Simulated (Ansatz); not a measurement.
# CuN (triplet): the correlation ladder, def2-QZVPP

An exercise on one series of results from a longer session: the logs are not shown, and one member is left open.

Program: Ansatz 0.2.0, Gaussian basis. Level of theory: def2-QZVPP, core rule «outside noble gas», up to 10 orbitals frozen. These are calculated values, not measurements.

The runs, in order: UHF; ROHF; CCSD(T) on UHF.

2 further runs of the same task are left out: 2 set aside as unsound or not needed.

## The system

The geometry is a PBE0/def2-TZVP stationary point (not a proven minimum).

2 atoms, charge 0, spin multiplicity 3.

Atoms are counted from 1 here; the program's logs count them from 0.

Bond lengths: Cu1–N2 1.810 Å.

The first run:

Contents of in.yaml:

```yaml
crystal:
  periodic: [false, false, false]
  atoms:
    - {symbol: Cu, position_ang: [0.000000, 0.000000, 0.000000]}
    - {symbol: N, position_ang: [0.000000, 0.000000, 1.810200]}
basis:
  gaussian: {orbitals: "def2-QZVPP.json"}
magnetization: {spin_polarized: true, initial_magnetization: 2}
hamiltonian: {xc: hf}
output: {orbitals: {seedname: orbitals}}
```

Command:

```bash
ansatz run in.yaml --threads 1 --pin off --events-out ev --progress --plain --max-ram 4096MiB --backend cpu
```

Steps of the session up to this table: UHF; ROHF; CCSD(T) on UHF.

One of the session's tables, all rows but one given; the rest of the session is left out.

| method | from UCCSD(T) (kcal/mol) |
| --- | --- |
| ROHF | +420.37 |
| UHF | +414.14 |
| UMP2 | ? |
| UCCSD | +20.99 |
| UCCSD(T) | 0 |

Estimate the missing values for UMP2.

As computed: from UCCSD(T) (kcal/mol): -14.76. In the column «from UCCSD(T) (kcal/mol)» it is the lowest.
